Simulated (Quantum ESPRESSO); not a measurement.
# Hf3F (Pmmm) in Quantum ESPRESSO: further runs

The runs below take Hf3F through phonons, with PBEsol.

Everything below comes from runs of Quantum ESPRESSO 7.5. Logs are shortened: lines on timing, memory, paths and dates and some standing lists are left out, and cuts for length are marked.

**1. The crystal as given**

It takes space group Pmmm (No. 47, orthorhombic). Conventional cell: a = 3.018 Å, b = 4.220 Å, c = 5.915 Å, α = 90.00°, β = 90.00°, γ = 90.00°. Around Hf (site symmetry mmm) lie 2 F at 2.96 Å and 10 Hf at 3.00 to 3.02 Å. Around Hf (site symmetry mm2) lie 8 Hf at 2.91 to 3.02 Å and 4 F at 2.97 Å. F (site symmetry mmm) has 10 Hf at 2.96 to 2.97 Å and 2 F at 3.02 Å as nearest neighbours.

The cell was built by a generator and needn't be a form met in nature.

**2. Phonons, PBEsol**

File pw.in:

```
&CONTROL
  calculation = 'scf'
  prefix = 'pwscf'
  outdir = './tmp'
  pseudo_dir = './pseudo'
  tprnfor = .true.
  tstress = .true.
  disk_io = 'low'
/
&SYSTEM
  ibrav = 0
  celldm(1) = 8
  nat = 4
  ntyp = 2
  ecutwfc = 84
  nbnd = 30
  occupations = 'smearing'
  smearing = 'fd'
  degauss = 0.00367493
/
&ELECTRONS
  conv_thr = 8d-10
  electron_maxstep = 120
  mixing_beta = 0.5
/
ATOMIC_SPECIES
Hf   178.4900 Hf.upf
F     18.9984 F.upf
CELL_PARAMETERS alat
  0.7129628619233   0.0000000000000   0.0000000000000
  0.0000000000000   0.9967785798068   0.0000000000000
  0.0000000000000   0.0000000000000   1.3971835138901
ATOMIC_POSITIONS crystal
Hf     0.0000000000    0.0000000000    0.5000000000
Hf     0.5000000000    0.5000000000    0.7539245500
Hf     0.5000000000    0.5000000000    0.2460754500
F      0.0000000000    0.0000000000    0.0000000000
K_POINTS automatic
4 2 2 1 1 1
```

File relax.in:

```
&CONTROL
  calculation = 'vc-relax'
  prefix = 'pwscf'
  outdir = './tmp'
  pseudo_dir = './pseudo'
  tprnfor = .true.
  tstress = .true.
  disk_io = 'low'
  nstep = 40
  forc_conv_thr = 0.0001
  etot_conv_thr = 1d-06
/
&SYSTEM
  ibrav = 0
  celldm(1) = 8
  nat = 4
  ntyp = 2
  ecutwfc = 84
  nbnd = 30
  occupations = 'smearing'
  smearing = 'fd'
  degauss = 0.00367493
/
&ELECTRONS
  conv_thr = 8d-10
  electron_maxstep = 120
  mixing_beta = 0.5
/
&IONS
  ion_dynamics = 'bfgs'
/
&CELL
  cell_dynamics = 'bfgs'
  press = 0
  press_conv_thr = 0.2
/
ATOMIC_SPECIES
Hf   178.4900 Hf.upf
F     18.9984 F.upf
CELL_PARAMETERS alat
  0.7129628619233   0.0000000000000   0.0000000000000
  0.0000000000000   0.9967785798068   0.0000000000000
  0.0000000000000   0.0000000000000   1.3971835138901
ATOMIC_POSITIONS crystal
Hf     0.0000000000    0.0000000000    0.5000000000
Hf     0.5000000000    0.5000000000    0.7539245500
Hf     0.5000000000    0.5000000000    0.2460754500
F      0.0000000000    0.0000000000    0.0000000000
K_POINTS automatic
4 2 2 1 1 1
```

File scf2.in:

```
&CONTROL
  calculation = 'scf'
  prefix = 'pwscf'
  outdir = './tmp'
  pseudo_dir = './pseudo'
  tprnfor = .true.
  tstress = .true.
  disk_io = 'low'
/
&SYSTEM
  ibrav = 0
  celldm(1) = 8
  nat = 4
  ntyp = 2
  ecutwfc = 84
  nbnd = 30
  occupations = 'smearing'
  smearing = 'fd'
  degauss = 0.00367493
/
&ELECTRONS
  conv_thr = 1d-13
  electron_maxstep = 120
  mixing_beta = 0.5
  startingpot = 'file'
  startingwfc = 'file'
/
ATOMIC_SPECIES
Hf   178.4900 Hf.upf
F     18.9984 F.upf
CELL_PARAMETERS alat
  0.6976752837343   0.0000000000000   0.0000000000000
  0.0000000000000   0.8017833070296   0.0000000000000
  0.0000000000000   0.0000000000000   1.7503558578598
ATOMIC_POSITIONS crystal
Hf     0.0000000000    0.0000000000    0.5000000000
Hf     0.5000000000    0.5000000000    0.7772189504
Hf     0.5000000000    0.5000000000    0.2227810496
F      0.0000000000    0.0000000000    0.0000000000
K_POINTS automatic
4 2 2 1 1 1
```

File ph.in:

```
phonons of Hf3F
&INPUTPH
  prefix = 'pwscf'
  outdir = './tmp'
  tr2_ph = 1d-18
  fildyn = 'dyn'
  niter_ph = 90
  alpha_mix(1) = 0.4
/
0.0000000000 0.0000000000 0.0000000000
```

File dynmat.in:

```
&INPUT
  fildyn = 'dyn'
  asr = 'crystal'
  filout = 'dynmat.disp'
  fileig = 'dynmat.eig'
/
```

Potentials or basis: PseudoDojo 0.4.1 SR PBEsol standard.

The run is started by

```bash
$ OMP_NUM_THREADS=1 pw.x -in pw.in > pw.out
$ OMP_NUM_THREADS=1 pw.x -in relax.in > relax.out
$ OMP_NUM_THREADS=1 pw.x -in scf2.in > scf2.out
$ OMP_NUM_THREADS=1 ph.x -in ph.in > ph.out
$ OMP_NUM_THREADS=1 dynmat.x -in dynmat.in > dynmat.out
```

pw.out:

```text
This program is part of the open-source Quantum ESPRESSO suite
     for quantum simulation of materials; please cite
[... 9 lines left out ...]
     --------------------
     sticks:   dense  smooth     PW     G-vecs:    dense   smooth      PW
     Sum        1223    1223    333                52919    52919    7695

     Using Slab Decomposition

     bravais-lattice index     =            0
     lattice parameter (alat)  =       8.0000  a.u.
     unit-cell volume          =     508.3807 (a.u.)^3
     number of atoms/cell      =            4
     number of atomic types    =            2
     number of electrons       =        43.00
     number of Kohn-Sham states=           30
     kinetic-energy cutoff     =      84.0000  Ry
     charge density cutoff     =     336.0000  Ry
     scf convergence threshold =      8.0E-10
     mixing beta               =       0.5000
     number of iterations used =            8  plain     mixing
     Exchange-correlation= PBESOL
                           (   1   4  10   8   0   0   0)

     celldm(1)=   8.000000  celldm(2)=   0.000000  celldm(3)=   0.000000
     celldm(4)=   0.000000  celldm(5)=   0.000000  celldm(6)=   0.000000

     crystal axes: (cart. coord. in units of alat)
               a(1) = (   0.712963   0.000000   0.000000 )
               a(2) = (   0.000000   0.996779   0.000000 )
               a(3) = (   0.000000   0.000000   1.397184 )

     reciprocal axes: (cart. coord. in units 2 pi/alat)
               b(1) = (  1.402598  0.000000  0.000000 )
               b(2) = (  0.000000  1.003232  0.000000 )
               b(3) = (  0.000000  0.000000  0.715726 )

     PseudoPot. # 1 for Hf read from file:
     Hf.upf
     Pseudo is Norm-conserving + core correction, Zval = 12.0
     Generated using ONCVPSP code by D. R. Hamann
     Using radial grid of 1656 points,  8 beta functions with:
                l(1) =   0
                l(2) =   0
                l(3) =   1
                l(4) =   1
                l(5) =   2
                l(6) =   2
                l(7) =   3
                l(8) =   3

     PseudoPot. # 2 for F  read from file:
     F.upf
     Pseudo is Norm-conserving + core correction, Zval =  7.0
     Generated using ONCVPSP code by D. R. Hamann
     Using radial grid of  832 points,  5 beta functions with:
                l(1) =   0
                l(2) =   0
                l(3) =   1
                l(4) =   1
                l(5) =   2

     atomic species   valence    mass     pseudopotential
     Hf               12.00   178.49000     Hf( 1.00)
     F                 7.00    18.99840     F ( 1.00)

      8 Sym. Ops., with inversion, found

   Cartesian axes

     site n.     atom                  positions (alat units)
         1        Hf     tau(   1) = (   0.0000000   0.0000000   0.6985918  )
         2        Hf     tau(   2) = (   0.3564814   0.4983893   1.0533710  )
         3        Hf     tau(   3) = (   0.3564814   0.4983893   0.3438126  )
         4        F      tau(   4) = (   0.0000000   0.0000000   0.0000000  )

     number of k points=     2  Fermi-Dirac smearing, width (Ry)=  0.0037
                       cart. coord. in units 2pi/alat
        k(    1) = (   0.1753247   0.2508080   0.1789314), wk =   1.0000000
        k(    2) = (   0.5259741   0.2508080   0.1789314), wk =   1.0000000

     Dense  grid:    52919 G-vectors     FFT dimensions: (  36,  48,  72)

     Initial potential from superposition of free atoms

     starting charge      42.9949, renormalised to      43.0000
     Starting wfcs are   34 randomized atomic wfcs

     Self-consistent Calculation

     iteration #  1     ecut=    84.00 Ry     beta= 0.50
     Davidson diagonalization with overlap
     ethr =  1.00E-02,  avg # of iterations =  2.0

     total energy              =    -387.10038192 Ry
     estimated scf accuracy    <       0.48050733 Ry

     iteration #  2     ecut=    84.00 Ry     beta= 0.50
     Davidson diagonalization with overlap
     ethr =  1.12E-03,  avg # of iterations =  3.0

     total energy              =    -387.13244685 Ry
     estimated scf accuracy    <       1.18370744 Ry

     iteration #  3     ecut=    84.00 Ry     beta= 0.50
     Davidson diagonalization with overlap
     ethr =  1.12E-03,  avg # of iterations =  2.0

     total energy              =    -387.29258517 Ry
     estimated scf accuracy    <       0.04601166 Ry

     iteration #  4     ecut=    84.00 Ry     beta= 0.50
     Davidson diagonalization with overlap
     ethr =  1.07E-04,  avg # of iterations =  4.0

     total energy              =    -387.30280448 Ry
     estimated scf accuracy    <       0.00672516 Ry

     iteration #  5     ecut=    84.00 Ry     beta= 0.50
     Davidson diagonalization with overlap
     ethr =  1.56E-05,  avg # of iterations =  7.0

     total energy              =    -387.30384841 Ry
     estimated scf accuracy    <       0.00073440 Ry

     iteration #  6     ecut=    84.00 Ry     beta= 0.50
     Davidson diagonalization with overlap
     ethr =  1.71E-06,  avg # of iterations =  4.5

     total energy              =    -387.30397203 Ry
     estimated scf accuracy    <       0.00013502 Ry

     iteration #  7     ecut=    84.00 Ry     beta= 0.50
     Davidson diagonalization with overlap
     ethr =  3.14E-07,  avg # of iterations =  2.0

     total energy              =    -387.30399086 Ry
     estimated scf accuracy    <       0.00001112 Ry

     iteration #  8     ecut=    84.00 Ry     beta= 0.50
     Davidson diagonalization with overlap
     ethr =  2.59E-08,  avg # of iterations =  2.5

     total energy              =    -387.30399349 Ry
     estimated scf accuracy    <       0.00000087 Ry

     iteration #  9     ecut=    84.00 Ry     beta= 0.50
     Davidson diagonalization with overlap
     ethr =  2.02E-09,  avg # of iterations =  4.5

     total energy              =    -387.30399376 Ry
     estimated scf accuracy    <       0.00000008 Ry

     iteration # 10     ecut=    84.00 Ry     beta= 0.50
     Davidson diagonalization with overlap
     ethr =  1.88E-10,  avg # of iterations =  4.0

     total energy              =    -387.30399378 Ry
     estimated scf accuracy    <       0.00000002 Ry

     iteration # 11     ecut=    84.00 Ry     beta= 0.50
     Davidson diagonalization with overlap
     ethr =  3.65E-11,  avg # of iterations =  2.0

     End of self-consistent calculation

          k = 0.1753 0.2508 0.1789 (  6610 PWs)   bands (ev):

   -48.4472 -48.4093 -47.8062 -17.4633 -17.3022 -17.2372 -16.9064 -16.8596
   -16.8164 -16.4619 -16.3293 -16.2297  -9.9696   7.1053   7.4757   8.6606
     9.1386  10.9428  11.3124  12.4774  12.9663  13.7766  14.0915  14.8023
    14.9946  15.2025  15.9063  16.5324  16.8846  17.8546

          k = 0.5260 0.2508 0.1789 (  6610 PWs)   bands (ev):

   -48.4185 -48.3821 -47.7804 -17.4321 -17.3902 -17.3350 -17.2389 -17.1139
   -16.7908 -16.5686 -16.4811 -16.3585  -9.8753   7.5598   7.7337   7.8716
    10.4186  11.3653  12.1303  12.3165  12.9145  13.0979  13.6250  14.4769
    15.0849  16.1117  16.3294  16.9459  17.6010  17.9182

     the Fermi energy is    13.3626 ev

!    total energy              =    -387.30399378 Ry
     estimated scf accuracy    <          2.3E-10 Ry
     smearing contrib. (-TS)   =      -0.00026082 Ry
     internal energy E=F+TS    =    -387.30373296 Ry

     The total energy is F=E-TS. E is the sum of the following terms:
     one-electron contribution =     -77.78228258 Ry
     hartree contribution      =      56.27007096 Ry
     xc contribution           =     -95.71824346 Ry
     ewald contribution        =    -270.07327789 Ry

     convergence has been achieved in  11 iterations

     Forces acting on atoms (cartesian axes, Ry/au):

     atom    1 type  1   force =     0.00000000    0.00000000    0.00000000
     atom    2 type  1   force =     0.00000000    0.00000000   -0.04143106
     atom    3 type  1   force =     0.00000000    0.00000000    0.04143106
     atom    4 type  2   force =     0.00000000    0.00000000    0.00000000

     Total force =     0.058592     Total SCF correction =     0.000038

     Computing stress (Cartesian axis) and pressure

          total   stress  (Ry/bohr**3)                   (kbar)     P=       -8.82
   0.00013532   0.00000000   0.00000000           19.91        0.00        0.00
   0.00000000  -0.00039089   0.00000000            0.00      -57.50        0.00
   0.00000000   0.00000000   0.00007572            0.00        0.00       11.14

=------------------------------------------------------------------------------=
   JOB DONE.
=------------------------------------------------------------------------------=
```

It took 8.8 min on 1 thread of Arm Neoverse V2, shared host; peak memory 0.13 GiB.

What came out:

```
Free energy                            : -5270.1283 eV
Relaxed volume                         : 18.57 Å³/atom
Relaxed cell                           : a = 2.954 Å, b = 3.394 Å, c = 7.410 Å, α = 90.00°, β = 90.00°, γ = 90.00°
Space group after relaxing (to 0.05 Å) : Pmmm (No. 47)
Pressure after relaxing                : 1.0 GPa
Band gap on the k mesh                 : none (metal or under the smearing width)
Highest phonon frequency at Γ          : 175 cm⁻¹
Most unstable mode                     : 240i cm⁻¹
```

Stress tensor (GPa, compression positive):
```
0.22 0.00 0.00
0.00 0.11 0.00
0.00 0.00 2.70
```

Step by step:
```csv
step,energy change (eV),largest force (eV/Å),pressure (GPa),volume (Å³)
1,0.0000,1.0652,-0.88,75.33
2,-0.0660,0.6300,-0.04,74.99
3,-0.1151,0.2523,0.52,74.90
4,-0.1676,0.1544,0.99,74.98
5,-0.2253,0.5479,1.39,75.24
6,-0.2795,0.8384,1.70,75.73
7,-0.3087,0.7075,1.00,76.27
8,-0.3506,0.3010,-0.78,77.11
9,-0.3650,0.1368,-1.01,76.95
10,-0.3743,0.0554,-0.51,76.31
11,-0.3768,0.0327,0.00,75.81
12,-0.3773,0.0212,0.15,75.65
13,-0.3776,0.0107,0.19,75.56
14,-0.3781,0.0060,0.21,75.51
15,-0.3794,0.0108,0.27,75.42
16,-0.3841,0.0390,0.42,75.24
17,-0.3990,0.0867,0.74,74.92
18,-0.4190,0.0218,1.26,74.34
19,-0.4049,0.9013,0.73,73.79
20,-0.4364,0.3266,0.99,74.12
21,-0.4641,0.2953,0.13,74.50
22,-0.4989,0.2552,-0.09,74.46
23,-0.5245,0.0896,-0.19,74.38
24,-0.5263,0.0104,-0.05,74.35
25,-0.5265,0.0049,-0.02,74.29
26,-0.5265,0.0002,0.00,74.29
```

Final structure:
```
CELL_PARAMETERS angstrom
2.95355 0.00000 0.00000
0.00000 3.39428 0.00000
0.00000 0.00000 7.40999
ATOMIC_POSITIONS crystal
Hf 0.00000 0.00000 0.50000
Hf 0.50000 0.50000 0.77722
Hf 0.50000 0.50000 0.22278
F 0.00000 0.00000 0.00000
```

Phonon frequencies in cm⁻¹ (negative: imaginary):
```csv
q point,frequencies
"(0.000, 0.000, 0.000)",-240 -198 -185 -46 -6 -6 -6 29 100 101 126 175
```

Optical modes at Γ, degenerate ones joined:
| cm⁻¹ | components | symmetry | active in |
| --- | --- | --- | --- |
| 239i | 1 | B3u | IR |
| 197i | 1 | B2u | IR |
| 184i | 1 | B1u | IR |
| 46i | 1 | B3g | Raman |
| 29 | 1 | B2g | Raman |
| 100 | 1 | Ag | Raman |
| 101 | 1 | B3u | IR |
| 126 | 1 | B2u | IR |
| 175 | 1 | B1u | IR |

Caveat: the k mesh is coarse (spacing up to 0.74 Å⁻¹), so the values aren't converged; the mesh is thin for the phonons of a metal; some modes are imaginary; an odd number of electrons without spin polarisation forces a metal; a magnetic or distorted state may lie lower. Spin-orbit coupling is left out, which matters for the levels of Hf.

(Continued in part 2 of 2.)
